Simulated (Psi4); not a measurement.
**CCSD/cc-pVDZ run of GeNH2F (SMILES [NH2][Ge][F])**

What is the vertical ionisation energy of GeNH2F at CCSD/cc-pVDZ? The job is set up through a Python script.

The results are computed with Psi4 1.11.

5 further runs of the same task are left out: 4 that didn't finish, 1 set aside as unsound or not needed.

**1. The structure to begin with**

The species is GeNH2F (5 atoms), meant as a singlet with charge 0. SMILES: `[NH2][Ge][F]`. The coordinates come from a PBE0-D4/def2-TZVP relaxation. This is one conformer, not always the lowest.

Bond lengths: N1–Ge2 1.811 Å, Ge2–F3 1.768 Å, N1–H4 1.008 Å, N1–H5 1.010 Å. Angles: N1–Ge2–F3 94.5°, Ge2–N1–H4 124.0°, Ge2–N1–H5 122.7°, H4–N1–H5 113.3°.

**2. A single-point energy at CCSD/cc-pVDZ**

File fgeh2n.py:

```python
import psi4

psi4.set_memory('1600 MB')
psi4.set_num_threads(1)
psi4.set_output_file('output.dat', False)

mol = psi4.geometry("""
N     -0.477700     0.347600    -0.204700
Ge     0.434100    -0.305200     1.217200
F      1.598300    -1.203900     0.235500
H     -1.280100     0.952600    -0.130600
H     -0.224500     0.135300    -1.158700
symmetry c1
""")

psi4.set_options({
    'basis': 'cc-pVDZ',
    'reference': 'rhf',
    'puream': True,
    'e_convergence': 1e-09,
    'd_convergence': 1e-08,
    'scf_type': 'pk',
    'num_frozen_docc': 11,
})

result = psi4.energy('ccsd')
print(f'total energy {result:.8f} hartree = {result * 27.211386:.5f} eV')
```

Launch:

```bash
python fgeh2n.py
```

output.dat:

```text
Psi4 1.11 release

   => Loading Basis Set <=

    Name: CC-PVDZ
    Role: ORBITAL
    Keyword: BASIS

         ---------------------------------------------------------
                                   SCF
                              RHF Reference
                        1 Threads,   1525 MiB Core
         ---------------------------------------------------------

  ==> Geometry <==

    Molecular point group: c1
    Full point group: C1

    Geometry (in Angstrom), charge = 0, multiplicity = 1:

       Center              X                  Y                   Z               Mass
    ------------   -----------------  -----------------  -----------------  -----------------
         N           -0.975676254076     0.709906349878    -1.033473345233    14.003074004430
         GE          -0.063876254076     0.057106349878     0.388426654767    73.921177761000
         F            1.100323745924    -0.841593650122    -0.593273345233    18.998403162730
         H           -1.778076254076     1.314906349878    -0.959373345233     1.007825032230
         H           -0.722476254076     0.497606349878    -1.987473345233     1.007825032230

  Running in c1 symmetry.

  Rotational constants: A =      0.45197  B =      0.26548  C =      0.16724 [cm^-1]
  Rotational constants: A =  13549.76557  B =   7958.88656  C =   5013.84498 [MHz]
  Nuclear repulsion =  188.583783618447512

  Charge       = 0
  Multiplicity = 1
  Electrons    = 50
  Nalpha       = 25
  Nbeta        = 25

  ==> Algorithm <==

  SCF Algorithm Type is PK.
  DIIS enabled.
  MOM disabled.
  Fractional occupation disabled.
  Guess Type is SAD.
  Energy threshold   = 1.00e-09
  Density threshold  = 1.00e-08
  Integral threshold = 1.00e-12

  ==> Primary Basis <==

  Basis Set: CC-PVDZ
    Blend: CC-PVDZ
    Number of shells: 29
    Number of basis functions: 65
    Number of Cartesian functions: 69
    Spherical Harmonics?: true
    Max angular momentum: 2

  ==> Integral Setup <==

  Using in-core PK algorithm.
   Calculation information:
      Number of atoms:                   5
      Number of AO shells:              29
      Number of primitives:            144
      Number of atomic orbitals:        69
      Number of basis functions:        65

      Integral cutoff                 1.00e-12
      Number of threads:                 1

  Performing in-core PK
  Using 4603170 doubles for integral storage.
  We computed 93939 shell quartets total.
  Whereas there are 94830 unique shell quartets.

  ==> DiskJK: Disk-Based J/K Matrices <==

    J tasked:                  Yes
    K tasked:                  Yes
    wK tasked:                  No
    Memory [MiB]:             1144
    Schwarz Cutoff:          1E-12

  Minimum eigenvalue in the overlap matrix is 2.3309991475E-02.
  Reciprocal condition number of the overlap matrix is 5.4127011066E-03.
    Using symmetric orthogonalization.

  ==> Pre-Iterations <==

  SCF Guess: Superposition of Atomic Densities via on-the-fly atomic UHF (no occupation information).

   -------------------------
    Irrep   Nso     Nmo
   -------------------------
     A         65      65
   -------------------------
    Total      65      65
   -------------------------

  ==> Iterations <==

                        Total Energy        Delta E     RMS |[F,P]|

   @RHF iter SAD: -2225.38709786354184   -2.22539e+03   0.00000e+00
   @RHF iter   1: -2230.00061439298452   -4.61352e+00   1.49033e-02 DIIS/ADIIS
   @RHF iter   2: -2230.41768432892331   -4.17070e-01   4.09372e-03 DIIS/ADIIS
   @RHF iter   3: -2230.44248919499705   -2.48049e-02   8.47290e-04 DIIS/ADIIS
   @RHF iter   4: -2230.44408675945851   -1.59756e-03   3.25262e-04 DIIS/ADIIS
   @RHF iter   5: -2230.44436790050122   -2.81141e-04   5.49563e-05 DIIS
   @RHF iter   6: -2230.44439077210245   -2.28716e-05   2.38510e-05 DIIS
   @RHF iter   7: -2230.44439462211267   -3.85001e-06   1.17817e-05 DIIS
   @RHF iter   8: -2230.44439535819583   -7.36083e-07   2.68145e-06 DIIS
   @RHF iter   9: -2230.44439541003067   -5.18348e-08   4.55896e-07 DIIS
   @RHF iter  10: -2230.44439541152360   -1.49294e-09   1.01281e-07 DIIS
   @RHF iter  11: -2230.44439541158727   -6.36646e-11   1.90666e-08 DIIS
   @RHF iter  12: -2230.44439541158863   -1.36424e-12   4.05541e-09 DIIS
  Energy and wave function converged.

  ==> Post-Iterations <==

    Orbital Energies [Eh]
    ---------------------

    Doubly Occupied:

       1A   -405.313841     2A    -52.213211     3A    -46.302008
       4A    -46.301103     5A    -46.300237     6A    -26.233279
       7A    -15.559041     8A     -7.232071     9A     -5.206602
      10A     -5.204281    11A     -5.200087    12A     -1.682164
      13A     -1.673621    14A     -1.673237    15A     -1.668198
      16A     -1.664542    17A     -1.504552    18A     -1.133383
      19A     -0.712233    20A     -0.665768    21A     -0.605697
      22A     -0.590883    23A     -0.567417    24A     -0.419053
      25A     -0.376524

    Virtual:

      26A      0.062682    27A      0.139481    28A      0.186667
      29A      0.248292    30A      0.256105    31A      0.397892
      32A      0.460106    33A      0.524016    34A      0.532634
      35A      0.600351    36A      0.619899    37A      0.633907
      38A      0.729746    39A      0.787512    40A      0.927552
      41A      0.958495    42A      1.047279    43A      1.134643
      44A      1.218853    45A      1.386039    46A      1.476869
      47A      1.600679    48A      1.629771    49A      1.661114
      50A      1.744295    51A      1.879421    52A      2.010717
      53A      2.316464    54A      2.351485    55A      2.414178
      56A      2.535497    57A      2.561017    58A      2.734751
      59A      3.138593    60A      3.270473    61A      4.041760
      62A      4.046340    63A      4.066976    64A      4.088922
      65A      4.202831

    Final Occupation by Irrep:
              A
    DOCC [    25 ]
    NA   [    25 ]
    NB   [    25 ]

  @RHF Final Energy: -2230.44439541158863

   => Energetics <=

    Nuclear Repulsion Energy =            188.5837836184475123
    One-Electron Energy =               -3486.0502899280736528
    Two-Electron Energy =                1067.0221108980374538
    Total Energy =                      -2230.4443954115886299

Computation Completed

Properties will be evaluated at   0.000000,   0.000000,   0.000000 [a0]

Properties computed using the SCF density matrix

 Multipole Moments:

 ------------------------------------------------------------------------------------
     Multipole            Electronic (a.u.)      Nuclear  (a.u.)        Total (a.u.)
 ------------------------------------------------------------------------------------

 L = 1.  Multiply by 2.5417464519 to convert [e a0] to [Debye]
 Dipole X            :          1.9091591           -2.7805670           -0.8714079
 Dipole Y            :         -1.2994096            1.9557106            0.6563010
 Dipole Z            :          5.8692054           -5.8410816            0.0281239
 Magnitude           :                                                    1.0912716

 ------------------------------------------------------------------------------------

	total time  =          7 seconds =       0.12 minutes
 MINTS: Wrapper to libmints.

   Calculation information:
      Number of threads:                 1
      Number of atoms:                   5
      Number of AO shells:              29
      Number of SO shells:              29
      Number of primitives:            144
      Number of atomic orbitals:        69
      Number of basis functions:        65

      Number of irreps:                  1
      Integral cutoff                 1.00e-12
      Number of functions per irrep: [  65 ]

 OEINTS: Overlap, kinetic, potential, dipole, and quadrupole integrals
         stored in file 35.

      Computing two-electron integrals...done
      Computed 2197088 non-zero two-electron integrals.
        Stored in file 33.

	Wfn Parameters:
	--------------------
	Wavefunction         = CCSD
	Number of irreps     = 1
	Number of MOs        = 65
	Number of active MOs = 54
	AO-Basis             = NONE
	Semicanonical        = false
	Reference            = RHF
	Print Level          = 1

	IRREP	# MOs	# FZDC	# DOCC	# SOCC	# VIRT	# FZVR
	-----	-----	------	------	------	------	------
	 A	   65	    11	    14	    0	    40	    0
	Transforming integrals...
	IWL integrals will be deleted.
	(OO|OO)...
	Presorting SO-basis two-electron integrals.
	Sorting File: SO Ints (nn|nn) nbuckets = 1
	Constructing frozen core operators
	Starting first half-transformation.
	Sorting half-transformed integrals.
	First half integral transformation complete.
	Starting second half-transformation.
	Two-electron integral transformation complete.
	(OO|OV)...
	Starting second half-transformation.
	Two-electron integral transformation complete.
	(OO|VV)...
	Starting second half-transformation.
	Two-electron integral transformation complete.
	(OV|OO)...
	Starting first half-transformation.
	Sorting half-transformed integrals.
	First half integral transformation complete.
	Starting second half-transformation.
	Two-electron integral transformation complete.
	(OV|OV)...
	Starting second half-transformation.
	Two-electron integral transformation complete.
	(OV|VV)...
	Starting second half-transformation.
	Two-electron integral transformation complete.
	(VV|OO)...
	Starting first half-transformation.
	Sorting half-transformed integrals.
	First half integral transformation complete.
	Starting second half-transformation.
	Two-electron integral transformation complete.
	(VV|OV)...
	Starting second half-transformation.
	Two-electron integral transformation complete.
	(VV|VV)...
	Starting second half-transformation.
	Two-electron integral transformation complete.
	Frozen core energy     =  -2218.56442309425938

	Size of irrep 0 of <ab|cd> integrals:      2.560 (MW) /     20.480 (MB)
	Total:                                     2.560 (MW) /     20.480 (MB)

	Size of irrep 0 of <ia|bc> integrals:      0.896 (MW) /      7.168 (MB)
	Total:                                     0.896 (MW) /      7.168 (MB)

	Size of irrep 0 of tijab amplitudes:       0.314 (MW) /      2.509 (MB)
	Total:                                     0.314 (MW) /      2.509 (MB)

	Nuclear Rep. energy          =    188.58378361844751
	SCF energy                   =  -2230.44439541158863
	One-electron energy          =   -371.05296713951088
	Two-electron energy          =    170.58921120372713
	Reference energy             =  -2230.44439541159545

	total time  =          1 seconds =       0.02 minutes
            **************************
            *                        *
            *        CCENERGY        *
            *                        *
            **************************

    Nuclear Rep. energy (wfn)     =  188.583783618447512
    SCF energy          (wfn)     = -2230.444395411588630
    Reference energy    (file100) = -2230.444395411595451

    Input parameters:
    -----------------
    Wave function   =     CCSD
    Reference wfn   =     RHF
    Brueckner       =     No
    Memory (Mbytes) =     1600.0
    Maxiter         =     50
    R_Convergence   =     1.0e-07
    E_Convergence   =     1.0e-09
    Restart         =     Yes
    DIIS            =     Yes
    AO Basis        =     NONE
    ABCD            =     NEW
    Cache Level     =     2
    Cache Type      =     LOW
    Print Level     =     1
    Num. of threads =     1
    # Amps to Print =     10
    Print MP2 Amps? =     No
    Analyze T2 Amps =     No
    Print Pair Ener =     No
    Local CC        =     No
    SCS-MP2         =     False
    SCSN-MP2        =     False
    SCS-CCSD        =     False

MP2 correlation energy -0.4564126454719292
                Solving CC Amplitude Equations
                ------------------------------
  Iter             Energy              RMS        T1Diag      D1Diag    New D1Diag    D2Diag
  ----     ---------------------    ---------   ----------  ----------  ----------   --------
     0        -0.456412645471929    0.000e+00    0.000000    0.000000    0.000000    0.135358
     1        -0.460423903184098    7.745e-02    0.010708    0.041203    0.041203    0.164403
     2        -0.472477618373601    2.942e-02    0.010647    0.041222    0.041222    0.175996
     3        -0.476465389960023    1.520e-02    0.013251    0.053050    0.053050    0.183800
     4        -0.476330566984818    4.245e-03    0.013941    0.056650    0.056650    0.184495
     5        -0.476272151358727    2.081e-03    0.014322    0.058866    0.058866    0.184385
     6        -0.476321736171795    8.459e-04    0.014490    0.059927    0.059927    0.184252
     7        -0.476308975394212    2.831e-04    0.014529    0.060206    0.060206    0.184147
     8        -0.476306410226229    9.863e-05    0.014535    0.060257    0.060257    0.184126
     9        -0.476309404694692    3.852e-05    0.014536    0.060267    0.060267    0.184126
    10        -0.476308066286521    1.734e-05    0.014535    0.060265    0.060265    0.184126
    11        -0.476308186780787    6.493e-06    0.014535    0.060262    0.060262    0.184126
    12        -0.476308081158864    2.280e-06    0.014535    0.060262    0.060262    0.184126
    13        -0.476308076662626    1.003e-06    0.014535    0.060262    0.060262    0.184126
    14        -0.476308068558886    3.390e-07    0.014535    0.060262    0.060262    0.184126
    15        -0.476308075564635    1.565e-07    0.014535    0.060262    0.060262    0.184126
    16        -0.476308076639722    4.822e-08    0.014535    0.060261    0.060261    0.184126
    17        -0.476308076934678    1.780e-08    0.014535    0.060261    0.060261    0.184126
    18        -0.476308077047169    7.499e-09    0.014535    0.060261    0.060261    0.184126

    Iterations converged.

    Largest TIA Amplitudes:
             12   0        -0.0438109105
             10   0         0.0393102876
              9   1         0.0233466204
              7   2        -0.0121416739
             13   2         0.0113455868
             11   2         0.0099461177
              7   4         0.0092684968
             10  10         0.0087746784
              7   8         0.0085875244
             11   8        -0.0085428359

    Largest TIjAb Amplitudes:
     13  13   0   0        -0.0796172231
     13  13   1   1        -0.0562890969
     12  12   0   0        -0.0514240218
     12  12  16  16        -0.0399211484
     10  10  21  21        -0.0367147305
     13  13   0  11         0.0313096027
     13  13  11   0         0.0313096027
     13  13   1   7         0.0295806537
     13  13   7   1         0.0295806537
      7  13   0   0         0.0270703898

    SCF energy       (wfn)                    = -2230.444395411588630
    Reference energy (file100)                = -2230.444395411595451

    Opposite-spin MP2 correlation energy      =   -0.337137398420173
    Same-spin MP2 correlation energy          =   -0.119275247051756
    Singles MP2 correlation energy            =   -0.000000000000000
    MP2 correlation energy                    =   -0.456412645471929
      * MP2 total energy                      = -2230.900808057067479

    Opposite-spin CCSD correlation energy     =   -0.369849460108206
    Same-spin CCSD correlation energy         =   -0.106458616938963
    Singles CCSD correlation energy           =    0.000000000000000
    CCSD correlation energy                   =   -0.476308077047169
      * CCSD total energy                     = -2230.920703488642630
```

The script printed:

```text
total energy -2230.92070349 hartree = -60706.44440 eV
```

Run time: 18 s. Hardware: 1 thread of Intel Xeon Platinum 8375C at 2.90GHz (Ice Lake), shared host; peak memory 0.42 GiB.

[end of part 1 of 2]
